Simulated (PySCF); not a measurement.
**C₂H₆OS₂Si: geometry, spin-spin couplings**

Aim: predict the spin-spin couplings of C₂H₆OS₂Si (`C1O[SiH2]SCS1`).

Programs: PySCF 2.14.0, with density-fitted response routines of our own. Each step states its level of theory. These are calculated values for one molecule in the gas phase, unless marked as measured. Atoms count from 0, in the outputs and in this text.

## (1) The molecule as given

12 atoms, charge 0, multiplicity 1; geometry from: GFN2-xTB. The atoms were then displaced at random by about 0.01 Å, so the start is not that level's minimum.

Bonds of the start (Å): C0–O1 1.40, O1–Si2 1.62, Si2–S3 2.21, S3–C4 1.84, C4–S5 1.81, S5–C0 1.79, C0–H6 1.09, C0–H7 1.08, Si2–H8 1.43, Si2–H9 1.44, C4–H10 1.07, C4–H11 1.10.

## (2) Geometry optimisation at PBE0-D3(BJ)/def2-SVP

What the job is given:

```
{"job": {"xc": "PBE0", "basis": "def2-SVP", "d3": "d3bj", "grid": 1, "shake": 0.01, "kind": "geom"}, "charge": 0, "multiplicity": 1}
C     -1.160220    -0.937940     0.293090
O     -1.386060     0.437960     0.164230
Si    -0.424540     1.590820    -0.443510
S      1.655250     1.211490     0.187720
C      1.547630    -0.625020     0.200810
S      0.279280    -1.327860     1.290260
H     -1.049150    -1.392570    -0.689390
H     -2.018440    -1.342810     0.807940
H     -0.410430     1.533880    -1.873890
H     -0.897240     2.769110     0.244640
H      1.388400    -0.990880    -0.792410
H      2.515220    -0.954470     0.601470
```

Command:

```
$ OMP_NUM_THREADS=1 python probes_run.py task.json out
```

This one command runs all jobs of the session in turn.

**Question.** This job is followed by: B3LYP/cc-pVTZ indirect spin-spin coupling, non-relativistic, gas phase; B3LYP/6-31G* indirect spin-spin coupling, non-relativistic, gas phase. What will the session give for the following? point group; rotational constants (main isotopes); largest coupling of the table (B3LYP/cc-pVTZ); range of J(Si2,H8), mean over like pairs.

The runs gave:

```
                                     quantity                                              value
                                  point group                                                 C1
         rotational constants (main isotopes)                               2.63, 1.96, 1.22 GHz
largest coupling of the table (B3LYP/cc-pVTZ)  ¹J(Si,H) Si2–H8, -198.1 Hz (mean over like pairs)
     range of J(Si2,H8), mean over like pairs                                -219.4 to -198.1 Hz
```

What this shows: The start of the PBE0/def2-SVP relaxation was shaken at random by about 0.01 Å, so part of the energy gained, and of the first lengths quoted, undoes that. Over 7 steps the energy fell by 0.274 eV; of the close pairs, Si2–S3 changed most, 2.206 to 2.137 Å. No frequency check was run at this level, so the end point may be a saddle. Of the pairs tabulated at B3LYP/cc-pVTZ, Si2–H8 (mean over like pairs) couples most strongly (-198.1 Hz; Fermi contact -198.7 Hz). Couplings across rotatable bonds belong to this one conformer; where others are populated, the observed values are averages. The coupling Si2–H8, as a mean over pairs of its kind, runs from -219.4 Hz (B3LYP/6-31G*) to -198.1 Hz (B3LYP/cc-pVTZ). Couplings from bases without tight functions are rough.
